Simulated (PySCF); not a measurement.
**One shape, several levels: CH8SiSn (SMILES C[SiH2][SnH3])**

Aim: a comparison of 6 runs (HF/STO-3G, HF/def2-SVP, B3LYP/def2-SVP, TPSSh/def2-SVP, MP2/3-21G, CCSD(T)/def2-SVP) of CH8SiSn. Input form: a Python script.

Program for the calculation: PySCF 2.14.0.

2 further runs of the same task are left out: 1 that didn't finish, 1 set aside as unsound or not needed.

## Step 1: The molecule

CH8SiSn has 11 atoms, charge 0, and is taken as a singlet. SMILES: `C[SiH2][SnH3]`. The coordinates come from a PBE0-D4/def2-TZVP relaxation.

Bond lengths: C1–Si2 1.876 Å, Si2–Sn3 2.563 Å, C1–H4 1.092 Å, C1–H5 1.092 Å, C1–H6 1.092 Å, Si2–H7 1.490 Å, Si2–H8 1.490 Å, Sn3–H9 1.711 Å, Sn3–H10 1.711 Å, Sn3–H11 1.708 Å. Some angles: C1–Si2–Sn3 111.5°, C1–Si2–H7 110.3°, C1–Si2–H8 110.3°, Sn3–Si2–H7 108.6°, Sn3–Si2–H8 108.6°, Si2–C1–H4 110.6°, Si2–C1–H5 110.8°, Si2–C1–H6 110.8°, Si2–Sn3–H9 111.0°, Si2–Sn3–H10 111.0°.

## Step 2: Energy and gradient at HF/STO-3G (run 1)

start.xyz reads:

```xyz
11
CH8SiSn
C     -0.991800     1.436500    -0.484900
Si    -0.442000    -0.336400    -0.758600
Sn     1.253500    -1.077900     1.015000
H     -1.712800     1.736700    -1.248700
H     -0.140200     2.118600    -0.532300
H     -1.463700     1.549700     0.493400
H      0.183400    -0.482000    -2.102800
H     -1.613900    -1.254600    -0.708100
H      0.587000    -0.966000     2.586500
H      2.648600    -0.088300     0.982400
H      1.757200    -2.693200     0.778600
```

calc.py reads:

```python
# C[SiH2][SnH3]
from pyscf import gto

mol = gto.M(
    atom='start.xyz',
    charge=0,
    verbose=3,
    basis='sto-3g',
    max_memory=1860,
)

myscf = mol.RHF()
myscf.conv_tol = 1e-10
myscf.kernel()
if not myscf.converged:
    myscf = myscf.newton().run(myscf.mo_coeff, myscf.mo_occ)

etot = myscf.e_tot
print('E(%s) = %.9f' % ('HF', etot))
grad = myscf.nuc_grad_method().kernel()
dip = myscf.dip_moment()
pop, q = myscf.mulliken_pop()
```

Launch:

```sh
$ OMP_NUM_THREADS=1 python calc.py
```

What it wrote:

```text
converged SCF energy = -6291.00061034313
[... 9 lines left out ...]
Dipole moment(X, Y, Z, Debye): -0.24919,  0.19050, -0.21463
[... 61 lines left out ...]
charge of   10H =     -0.18087
```

Wall time 14 s (1 thread of Intel Xeon at 2.50GHz (Skylake/Cascade Lake), shared host); peak memory 0.12 GiB.

## Step 3: Energy and forces at HF/def2-SVP (core potential) (run 2)

job.py reads:

```python
import pyscf.grad
from pyscf import gto

mol = gto.M(
    atom='''
C   -0.991800   1.436500  -0.484900
Si  -0.442000  -0.336400  -0.758600
Sn   1.253500  -1.077900   1.015000
H   -1.712800   1.736700  -1.248700
H   -0.140200   2.118600  -0.532300
H   -1.463700   1.549700   0.493400
H    0.183400  -0.482000  -2.102800
H   -1.613900  -1.254600  -0.708100
H    0.587000  -0.966000   2.586500
H    2.648600  -0.088300   0.982400
H    1.757200  -2.693200   0.778600
''',
    basis='def2-svp',
    ecp={'Sn': 'def2-svp'},
    max_memory=1860,
    charge=0,
    verbose=4,
)

mf = mol.RHF()
mf.conv_tol = 1e-10
mf.kernel()
if not mf.converged:
    mf = mf.newton().run(mf.mo_coeff, mf.mo_occ)

energy = mf.e_tot
print('E(%s) = %.9f' % ('HF', energy))
grad = mf.Gradients().kernel()
mf.analyze()
```

Launch:

```sh
$ OMP_NUM_THREADS=1 python job.py
```

What it wrote:

```text
PySCF version 2.14.0

[... 96 lines left out ...]
MO #8   energy= -4.04250051374481  occ= 2
[... 17 lines left out ...]
MO #26  energy= 0.116664817297711  occ= 0
[... 17 lines left out ...]
MO #44  energy= 0.521008764372591  occ= 0
[... 17 lines left out ...]
MO #62  energy= 1.11806306418687   occ= 0
[... 17 lines left out ...]
MO #80  energy= 2.04441126648999   occ= 0
[... 17 lines left out ...]
MO #98  energy= 52.4128212535786   occ= 0
[... 112 lines left out ...]
Dipole moment(X, Y, Z, Debye): -0.64136,  0.83927, -0.36037
```

Run time: 29 s. Hardware: 1 thread of Intel Xeon at 2.50GHz (Skylake/Cascade Lake), shared host; peak memory 0.21 GiB.

Runs 3 to 5 aren't shown in full; the table further down has their settings and results.

## Step 4: A single-point energy at CCSD(T)/def2-SVP (core potential) (run 6)

geometry.xyz reads:

```xyz
11

C     -0.991800     1.436500    -0.484900
Si    -0.442000    -0.336400    -0.758600
Sn     1.253500    -1.077900     1.015000
H     -1.712800     1.736700    -1.248700
H     -0.140200     2.118600    -0.532300
H     -1.463700     1.549700     0.493400
H      0.183400    -0.482000    -2.102800
H     -1.613900    -1.254600    -0.708100
H      0.587000    -0.966000     2.586500
H      2.648600    -0.088300     0.982400
H      1.757200    -2.693200     0.778600
```

run.py reads:

```python
from pyscf import gto, scf, cc

mol = gto.Mole()
mol.atom = 'geometry.xyz'
mol.spin = 0
mol.ecp = {'Sn': 'def2-svp'}
mol.max_memory = 1860
mol.charge = 0
mol.basis = 'def2-svp'
mol.verbose = 4
mol.build()

mf = scf.RHF(mol)
mf.conv_tol = 1e-10
mf.kernel()
if not mf.converged:
    mf = mf.newton().run(mf.mo_coeff, mf.mo_occ)

mycc = cc.CCSD(mf, frozen=10)
mycc.kernel()
e_t = mycc.ccsd_t()
e_final = mycc.e_tot + e_t
print('E(%s) = %.9f' % ('CCSD(T)', e_final))
mf.analyze()
```

Launch:

```sh
$ OMP_NUM_THREADS=1 python run.py
```

What it wrote:

```text
PySCF version 2.14.0

[... 107 lines left out ...]
MO #3   energy= -6.12716613982683  occ= 2
[... 18 lines left out ...]
MO #22  energy= -0.468226213599737 occ= 2
[... 18 lines left out ...]
MO #41  energy= 0.46181762449699   occ= 0
[... 18 lines left out ...]
MO #60  energy= 1.00490990089248   occ= 0
[... 18 lines left out ...]
MO #79  energy= 2.03741411849277   occ= 0
[... 18 lines left out ...]
MO #98  energy= 52.4128212535786   occ= 0
[... 112 lines left out ...]
Dipole moment(X, Y, Z, Debye): -0.64136,  0.83927, -0.36037
```

Wall time 92 s (1 thread of Intel Xeon at 2.50GHz (Skylake/Cascade Lake), shared host); peak memory 0.64 GiB.

## Step 5: All runs side by side

| run | level | core potential | integration grid | energy (Eh) | dipole moment (D) of the reference | HOMO energy (eV) | LUMO energy (eV) | wall time |
| --- | --- | --- | --- | --- | --- | --- | --- | --- |
| 1 | HF/STO-3G | – | – | -6291.000610 | 0.38 | -7.97 | 10.28 | 14 s |
| 2 | HF/def2-SVP (core potential) | def2-svp | – | -544.666371 | 1.12 | -10.12 | 3.17 | 29 s |
| 3 | B3LYP/def2-SVP (core potential) | def2-svp | 5 | -546.664435 | 1.16 | -7.45 | 0.11 | 94 s |
| 4 | TPSSh/def2-SVP (core potential) | def2-svp | 5 | -546.528154 | 1.16 | -7.18 | -0.04 | 2.3 min |
| 5 | MP2/3-21G | – | – | -6326.149781 | 0.86 | -10.08 | 3.35 | 23 s |
| 6 | CCSD(T)/def2-SVP (core potential) | def2-svp | – | -545.108818 | 1.12 | -10.12 | 3.17 | 92 s |

## Step 6: Results

```
                                           quantity          value
                                run 6: total energy  -545.10882 Eh
        run 6: dipole moment (Hartree–Fock density)         1.12 D
         run 6: HOMO energy (Hartree–Fock orbitals)      -10.12 eV
         run 6: LUMO energy (Hartree–Fock orbitals)        3.17 eV
       run 6: HOMO–LUMO gap (Hartree–Fock orbitals)       13.29 eV
run 6: correlation energy (10 core orbitals frozen)     -442.4 mEh
                              run 6: (T) correction     -11.56 mEh
                               run 6: T1 diagnostic          0.009
```

In words: Over runs 1, 2, 3, 4 the dipole moment (its size) runs from 0.38 D (HF/STO-3G) to 1.16 D (B3LYP/def2-SVP). The two ends differ in method and basis and core potential. Over runs 1, 2, 3, 4 the HOMO–LUMO gap runs from 7.14 eV (TPSSh/def2-SVP) to 18.25 eV (HF/STO-3G). Totals of different functionals can't be ranked against each other. Some runs of one species differ in core potentials or relativity; totals across that change don't compare. In run 1 the basis is minimal, so the values are rough. In runs 1, 5 relativity is left out where basis or elements ask for it. All runs together took 6.5 min, the longest 2.3 min.
